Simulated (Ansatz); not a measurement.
**C2H7ClGeO2: a ladder of functionals and wavefunction methods**

Aim: compute C2H7ClGeO2 with functionals from several rungs and with coupled cluster. The yardstick is the atomisation energy at the CCSD(T) limit.

Computed with Ansatz 0.2.0, Gaussian basis. Level: functionals in def2-TZVPP, the program's frozen cores in correlated methods.

The runs, in order: PBE-D4, r2SCAN-D4, PBE0-D4, B3LYP-D4, ωB97X-V, ωB97M-V, B2PLYP; CCSD(T)/def2-TZVPP; MP2/def2-QZVPP; extrapolation to the limit.

## Step 1: The geometry

The geometry comes from an earlier relaxation with PBE0-D4 in a triple-zeta def2 set; it is a stationary point, not always the lowest conformer.

SMILES `C[O][GeH]([Cl])[O]C`, 13 atoms, charge 0, spin multiplicity 1.

Atoms are counted from 1 here; the program's logs count them from 0.

Bond lengths: C1–O2 1.414 Å, C1–H7 1.096 Å, C1–H8 1.091 Å, C1–H9 1.097 Å, O2–Ge3 1.762 Å, Ge3–Cl4 2.134 Å, Ge3–O5 1.757 Å, Ge3–H10 1.527 Å, O5–C6 1.415 Å, C6–H11 1.095 Å, C6–H12 1.091 Å, C6–H13 1.095 Å. Angles: O2–C1–H7 112.0°, O2–C1–H8 107.5°, O2–C1–H9 112.1°, H7–C1–H8 108.5°, H7–C1–H9 108.4°, H8–C1–H9 108.1°, C1–O2–Ge3 118.1°, O2–Ge3–Cl4 103.6°, O2–Ge3–O5 110.3°, O2–Ge3–H10 113.7°, Cl4–Ge3–O5 110.1°, Cl4–Ge3–H10 112.3°, O5–Ge3–H10 106.8°, Ge3–O5–C6 120.0°, O5–C6–H11 111.9°, O5–C6–H12 107.5°, O5–C6–H13 111.5°, H11–C6–H12 108.7° and more.

## Step 2: PBE-D4 (GGA)

The input, in.yaml:

```yaml
crystal:
  periodic: [false, false, false]
  atoms:
    - {symbol: C, position_ang: [-1.457492, 0.367223, -1.459868]}
    - {symbol: O, position_ang: [-0.499726, 1.144069, -0.768441]}
    - {symbol: Ge, position_ang: [1.092584, 0.443241, -0.486822]}
    - {symbol: Cl, position_ang: [2.145255, 1.985843, 0.545755]}
    - {symbol: O, position_ang: [0.958385, -0.983174, 0.530378]}
    - {symbol: C, position_ang: [0.396589, -0.878556, 1.824697]}
    - {symbol: H, position_ang: [-1.705589, -0.554080, -0.920799]}
    - {symbol: H, position_ang: [-2.363546, 0.968634, -1.553210]}
    - {symbol: H, position_ang: [-1.120174, 0.098800, -2.468880]}
    - {symbol: H, position_ang: [1.807715, 0.009573, -1.764921]}
    - {symbol: H, position_ang: [-0.610992, -0.449427, 1.799686]}
    - {symbol: H, position_ang: [0.336877, -1.886530, 2.238804]}
    - {symbol: H, position_ang: [1.020103, -0.265616, 2.483631]}
basis:
  gaussian: {orbitals: def2-TZVPP}
hamiltonian: {xc: pbe, dispersion: d4}
output: {forces: true, orbitals: {seedname: orbitals}}
```

Launch:

```sh
$ ansatz run in.yaml --threads 2 --pin off --events-out ev --progress --plain --max-ram 22528MiB --backend cuda --devices 0, --max-vram 18GiB
```

After this run come: r2SCAN-D4 (meta-GGA); PBE0-D4 (hybrid); B3LYP-D4 (hybrid); ωB97X-V (range-separated); ωB97M-V (range-separated); B2PLYP (double hybrid); CCSD(T) in def2-TZVPP; MP2 in def2-QZVPP.

**Question.** What will the summary of the whole plan be? Wanted: atomisation energy, CCSD(T)/CBS; farthest; mean size of error, hybrid; mean size of error, range-separated; gap, smallest and largest; T1 diagnostic; triples share of the correlation energy.

The runs gave:

| quantity | value |
| --- | --- |
| atomisation energy, CCSD(T)/CBS | 48.852 eV |
| functionals within 0.489 eV (1.0 %) | r2SCAN-D4, PBE0-D4, B3LYP-D4, ωB97X-V, ωB97M-V |
| farthest | B2PLYP (-0.751 eV) |
| mean size of error, hybrid | 0.349 eV |
| mean size of error, range-separated | 0.085 eV |
| gap, smallest and largest | 5.72 eV (PBE-D4), 13.09 eV (ωB97X-V) |
| T1 diagnostic | 0.0114 |
| triples share of the correlation energy | 3.7 % |

What this shows: PBE-D4 is off by +0.677 eV. Double hybrids carry the basis error of their MP2 part in triple zeta, and no dispersion term here, so their miss is partly the set-up's. Misses under about 0.489 eV are within the doubt on the reference itself, which lacks core-valence correlation, relativity and higher excitations, and its outer-core shells are covered unevenly. Hartree-Fock recovers 71 % of the binding; the rest is correlation. The gap grows from 5.7 to 13.1 eV across the functionals, mostly with the share of exact exchange. Correlated methods include outer-core shells of Ge, which these sets cover unevenly.
